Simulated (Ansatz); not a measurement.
# LiC6: the cost of one run

Computed with Ansatz 0.2.0 (DFT r2SCAN, scalar-relativistic, plane waves, PAW, unless a step's input says otherwise).

1 further run of the same task is left out (set aside as unsound or not needed).

**1. The structure to begin with**

It takes space group P6/mmm (No. 191, hexagonal). Conventional cell: a = 4.306 Å, b = 4.306 Å, c = 3.681 Å, α = 90.00°, β = 90.00°, γ = 120.00°. Li (site symmetry 6/mmm) is surrounded by 12 C at 2.33 Å. C (site symmetry m2m) has 3 C at 1.43 to 1.44 Å as nearest neighbours.

Coordinates:

```cif
data_structure
_symmetry_space_group_name_H-M 'P6/mmm'
_symmetry_Int_Tables_number 191
_cell_length_a 4.3061
_cell_length_b 4.3061
_cell_length_c 3.6813
_cell_angle_alpha 90.000
_cell_angle_beta 90.000
_cell_angle_gamma 120.000
_cell_volume 59.12
loop_
_atom_site_label
_atom_site_type_symbol
_atom_site_symmetry_multiplicity
_atom_site_Wyckoff_symbol
_atom_site_fract_x
_atom_site_fract_y
_atom_site_fract_z
_atom_site_occupancy
Li1 Li 1 a 0.00000 0.00000 0.00000 1
C1 C 6 k 0.00000 0.33360 0.50000 1
```

It goes back to an entry of the Materials Project, which need not be the stable form.

It is the result of an earlier relaxation at this level (volume 8.45 Å³/atom; gap on the mesh: none (metal)).

**2. Volume × 0.97**

The input, input.yaml:

```yaml
crystal:
  lattice:
    - [4.2626324161, 0.0, 0.0]
    - [-2.1313162081, 3.6915479593, 0.0]
    - [0.0, 0.0, 3.6440791123]
  atoms:
    - { symbol: Li, position: [0.0, 0.0, 0.0] }
    - { symbol: C, position: [0.0, 0.3335961552, 0.5] }
    - { symbol: C, position: [0.6664038448, 0.6664038448, 0.5] }
    - { symbol: C, position: [0.3335961552, 0.0, 0.5] }
    - { symbol: C, position: [0.0, 0.6664038448, 0.5] }
    - { symbol: C, position: [0.3335961552, 0.3335961552, 0.5] }
    - { symbol: C, position: [0.6664038448, 0.0, 0.5] }
basis:
  ecutwfc: 500
kpoints:
  mp_grid: { grid: [12, 12, 10] }
hamiltonian:
  xc: r2scan
scf:
  occupations: { method: gaussian, width: 0.1 }
output:
  forces: true
  stress: true
  eigenvalues: true
  write_density: true
  write_potential: true
  elf: true
  volumetric_format: npy
relax:
  adjacent_minimum: "off"
  f_tol: 0.01
  max_steps: 30
  cell: { stress_tol: 0.1, fix: [volume] }
```

Run with:

```sh
$ ansatz run input.yaml --threads 2 --pin off --max-ram 5120MiB --backend cpu --events-out ev --progress --plain --runs-dir out
```

Q: Estimate wall time and peak memory on 2 threads of Arm Neoverse V2, shared host.

About 37 s, with a peak of 0.56 GiB.
